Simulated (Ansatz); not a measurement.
# Two attempts at BSiH4O2F (SMILES OB(F)O[SiH3])

Aim: energy and forces of BSiH4O2F at BLYP-D3(BJ)/def2-TZVPD (nuclear model gaussian).

The calculation is run with Ansatz 0.2.0.

4 further runs of the same task are left out: 1 for a known fault of the program, 3 set aside as unsound or not needed.

**1. The molecule**

The species is BSiH4O2F (9 atoms), meant as a singlet with charge 0. SMILES: `OB(F)O[SiH3]`. The coordinates come from a PBE0-D4/def2-TZVP relaxation. This is one conformer, not always the lowest.

Bond lengths: O1–B2 1.359 Å, B2–F3 1.334 Å, B2–O4 1.348 Å, O4–Si5 1.655 Å, O1–H6 0.960 Å, Si5–H7 1.480 Å, Si5–H8 1.484 Å, Si5–H9 1.484 Å. Some angles: O1–B2–F3 120.0°, O1–B2–O4 121.1°, F3–B2–O4 118.9°, B2–O4–Si5 131.9°, B2–O1–H6 113.4°, O4–Si5–H7 106.4°, O4–Si5–H8 110.2°, O4–Si5–H9 110.2°, H7–Si5–H8 110.1°, H7–Si5–H9 110.1°.

**2. First attempt**

run.yaml reads:

```yaml
crystal:
  periodic: [false, false, false]
  atoms:
    - {symbol: O, position_ang: [-1.614100, 0.556700, 0.394000]}
    - {symbol: B, position_ang: [-0.395400, 1.157100, 0.352700]}
    - {symbol: F, position_ang: [-0.277300, 2.450800, 0.657900]}
    - {symbol: O, position_ang: [0.708900, 0.466900, 0.006200]}
    - {symbol: Si, position_ang: [0.934200, -1.114900, -0.425000]}
    - {symbol: H, position_ang: [-2.322500, 1.149900, 0.654100]}
    - {symbol: H, position_ang: [2.381900, -1.273900, -0.690900]}
    - {symbol: H, position_ang: [0.154500, -1.427600, -1.647800]}
    - {symbol: H, position_ang: [0.518200, -2.011000, 0.681800]}
basis:
  gaussian:
    orbitals: def2-TZVPD
    fitting: {mean_field: 6-31G}
    nuclear_model: gaussian
hamiltonian: {xc: {name: BLYP}, dispersion: d3bj}
scf: {lower_state_search: standard}
output: {forces: true}
```

Launch:

```sh
ansatz run run.yaml --threads 1 --pin off --max-ram 2610MiB --events-out events.jsonl --progress --plain --runs-dir runs
```

The program printed, shortened:

```text
Warning: RAYON_NUM_THREADS=1 ignored (pool sized by the plan → 1); use --threads N
Functional definition: BLYP
  name "BLYP"
[...]
57 factors; integrals over basis functions are off by at most 7.1e1 eV
[...]
mean field -15564.47119051 eV, -571.9837662737 hartree, gradient 3.6e-5 eV, S^2 0.000000; 0 other end points of the search recorded, 0 dependent functions left out
[...]
reference -15564.47158290 eV, -571.9837806937 hartree; 24, 24 occupied and 212, 212 virtual orbitals, 57 factors
Total energy: -15564.79429075 eV, -571.9956399886 hartree
Atom 0 at    -1.614100     0.556700     0.394000 Å, force    -2.030005    -1.062200     0.053619 eV/Å
Atom 1 at    -0.395400     1.157100     0.352700 Å, force     0.501774     0.889460     0.142879 eV/Å
Atom 2 at    -0.277300     2.450800     0.657900 Å, force    -0.062612     1.961736     0.501256 eV/Å
Atom 3 at     0.708900     0.466900     0.006200 Å, force     1.549481    -0.365567    -0.334966 eV/Å
Atom 4 at     0.934200    -1.114900    -0.425000 Å, force     0.673540    -0.645267    -0.267252 eV/Å
Atom 5 at    -2.322500     1.149900     0.654100 Å, force    -0.625663     0.248286     0.160518 eV/Å
Atom 6 at     2.381900    -1.273900    -0.690900 Å, force     0.491070    -0.124649    -0.107856 eV/Å
Atom 7 at     0.154500    -1.427600    -1.647800 Å, force    -0.348673    -0.290839    -0.713406 eV/Å
Atom 8 at     0.518200    -2.011000     0.681800 Å, force    -0.148913    -0.610959     0.565208 eV/Å
Dipole moment:    -0.198438    -0.216560    -0.022864 e Å
```

Run time: 2.7 s. Hardware: 1 thread of AMD EPYC 9R45 (Zen 5), shared host.

**3. Reading the log**

The program ended normally, but the settings are unsound, so its numbers aren't properties of the molecule.

What is wrong: the fitting set doesn't suit the orbital basis or method. To mend it: integral approximation default in place of 6-31G.

**4. The mended input**

run.yaml, as its differences from that of step 2:

```diff
@@ -13,8 +13,5 @@
 basis:
-  gaussian:
-    orbitals: def2-TZVPD
-    fitting: {mean_field: 6-31G}
-    nuclear_model: gaussian
+  gaussian: {orbitals: def2-TZVPD, nuclear_model: gaussian}
 hamiltonian: {xc: {name: BLYP}, dispersion: d3bj}
 scf: {lower_state_search: standard}
-output: {forces: true}
+output: {forces: true, orbitals: {seedname: orbitals}}
```

Launch:

```sh
ansatz run run.yaml --threads 1 --pin off --max-ram 2610MiB --events-out events.jsonl --progress --plain --runs-dir runs
```

The program printed, shortened:

```text
Warning: RAYON_NUM_THREADS=1 ignored (pool sized by the plan → 1); use --threads N
[... 2 set-up lines as earlier in the session ...]
[...]
1209 factors; their error is unknown
[...]
mean field -15437.85523625 eV, -567.3307157781 hartree, gradient 1.3e-5 eV, S^2 0.000000; 0 other end points of the search recorded, 0 dependent functions left out
[...]
reference -15437.85563924 eV, -567.3307305876 hartree; 24, 24 occupied and 212, 212 virtual orbitals, 1209 factors
Total energy: -15438.17834709 eV, -567.3425898825 hartree
Atom 0 at    -1.614100     0.556700     0.394000 Å, force    -0.225691    -0.673803    -0.132832 eV/Å
Atom 1 at    -0.395400     1.157100     0.352700 Å, force     0.077609    -0.111353    -0.040967 eV/Å
Atom 2 at    -0.277300     2.450800     0.657900 Å, force     0.090414     0.864209     0.202418 eV/Å
Atom 3 at     0.708900     0.466900     0.006200 Å, force     0.421281     0.164401    -0.024746 eV/Å
Atom 4 at     0.934200    -1.114900    -0.425000 Å, force     0.128432    -0.517670    -0.149456 eV/Å
Atom 5 at    -2.322500     1.149900     0.654100 Å, force    -0.499269     0.343770     0.164517 eV/Å
Atom 6 at     2.381900    -1.273900    -0.690900 Å, force     0.057758    -0.012141    -0.011975 eV/Å
Atom 7 at     0.154500    -1.427600    -1.647800 Å, force    -0.033064    -0.016681    -0.052158 eV/Å
Atom 8 at     0.518200    -2.011000     0.681800 Å, force    -0.017469    -0.040730     0.045201 eV/Å
Dipole moment:    -0.233328    -0.099302     0.011977 e Å
```

Wall time 4.2 s (1 thread of AMD EPYC 9R45 (Zen 5), shared host).

**5. Results**

Level: BLYP-D3(BJ)/def2-TZVPD (nuclear model gaussian).

| quantity | value |
| --- | --- |
| total energy | -567.34259 Eh |
| dipole moment | 1.22 D |
| HOMO energy | -7.73 eV |
| LUMO energy | -1.08 eV |
| HOMO–LUMO gap | 6.65 eV |
| dispersion energy | -31.14 kJ/mol |
| largest force on an atom | 0.892 eV/Å |

What this shows: The first attempt's energy was -126.616 eV off this one. The largest force is 0.89 eV/Å: the shape isn't a stationary point for this species at this level.
